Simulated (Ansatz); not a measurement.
# CH₄AlNO: taking an electron away

How much energy removes an electron from CH₄AlNO at fixed geometry? The cation is run at each level and the neutral's energy taken from earlier runs.

Method: unrestricted cation, the program's frozen cores in correlated methods; program: Ansatz 0.2.0, Gaussian basis.

Plan: UKS PBE-D4/def2-TZVPP; UKS r2SCAN-D4/def2-TZVPP; UKS PBE0-D4/def2-TZVPP; UKS B3LYP-D4/def2-TZVPP; UKS wB97X-V/def2-TZVPP; UKS wB97M-V/def2-TZVPP; UKS B2PLYP/def2-TZVPP; UHF-CCSD(T)/def2-TZVPP; UHF-MP2/def2-QZVPP; extrapolation to the limit; then −ε(HOMO) from the neutral's earlier runs with LDA (SPW92), PBE-D4, revPBE-D4, BLYP-D4, r2SCAN-D4, B97M-V, PBE0-D4, B3LYP-D4, r2SCANh-D4, r2SCAN0-D4, HSE06-D4, BHLYP-D4, CAM-B3LYP-D4, LC-ωPBE, ωB97X-V, ωB97M-V.

### 1 Structure used throughout

An earlier PBE0-D4 in a triple-zeta def2 set relaxation fixed the geometry.

SMILES `C1[NH][AlH][O]1`, 8 atoms, charge 0, spin multiplicity 1.

Atoms are counted from 1 here; the program's logs count them from 0.

Bond lengths: C1–N2 1.466 Å, C1–O4 1.423 Å, C1–H5 1.099 Å, C1–H6 1.099 Å, N2–Al3 1.758 Å, N2–H7 1.002 Å, Al3–O4 1.733 Å, Al3–H8 1.569 Å. Angles: N2–C1–O4 102.5°, N2–C1–H5 112.7°, N2–C1–H6 112.7°, O4–C1–H5 109.9°, O4–C1–H6 109.9°, H5–C1–H6 109.0°, C1–N2–Al3 87.4°, C1–N2–H7 120.2°, Al3–N2–H7 152.4°, N2–Al3–O4 80.4°, N2–Al3–H8 143.4°, O4–Al3–H8 136.2°, C1–O4–Al3 89.8°.

### 2 Cation, UKS PBE-D4/def2-TZVPP

Contents of in.yaml:

```yaml
crystal:
  periodic: [false, false, false]
  atoms:
    - {symbol: C, position_ang: [-0.253969, 0.761980, -0.439952]}
    - {symbol: N, position_ang: [0.576944, 0.253104, 0.654729]}
    - {symbol: Al, position_ang: [0.036111, -1.359538, 0.209129]}
    - {symbol: O, position_ang: [-0.820466, -0.429100, -0.975042]}
    - {symbol: H, position_ang: [0.332351, 1.276854, -1.213471]}
    - {symbol: H, position_ang: [-1.052465, 1.431036, -0.090695]}
    - {symbol: H, position_ang: [1.107674, 0.887025, 1.221459]}
    - {symbol: H, position_ang: [0.166020, -2.878562, 0.578043]}
basis:
  gaussian: {orbitals: def2-TZVPP}
total_charge: 1
magnetization: {spin_polarized: true, initial_magnetization: 1}
hamiltonian: {xc: pbe, dispersion: d4}
```

The runs that follow: Cation, UKS r2SCAN-D4/def2-TZVPP; Cation, UKS PBE0-D4/def2-TZVPP; Cation, UKS B3LYP-D4/def2-TZVPP; Cation, UKS wB97X-V/def2-TZVPP; Cation, UKS wB97M-V/def2-TZVPP; Cation, UKS B2PLYP (frozen core)/def2-TZVPP; Cation, UHF-CCSD(T)/def2-TZVPP; Cation, UHF-MP2/def2-QZVPP.

**Question.** What will the summary of the whole plan be? Wanted: ionisation energy, CCSD(T)/CBS; nearest functional by difference; nearest −ε(HOMO); −ε(HOMO) of PBE; T1 of the cation.

The runs gave:

```
                        quantity                value
  ionisation energy, CCSD(T)/CBS              9.35 eV
nearest functional by difference  B3LYP-D4 (-0.19 eV)
                nearest −ε(HOMO)   ωB97X-V (-0.10 eV)
                 −ε(HOMO) of PBE              5.52 eV
                T1 of the cation                0.020
```

**Reading.** Energy differences with functionals land within 0.38 eV of the reference. −ε(HOMO) of PBE misses by 3.8 eV, since self-interaction lifts the level. Among orbital estimates ωB97X-V comes nearest. Hartree-Fock falls 1.58 eV short, as the neutral has more correlation energy than the cation. The cation may have settled in a state other than its lowest; no search over hole states beyond the program's own was made.
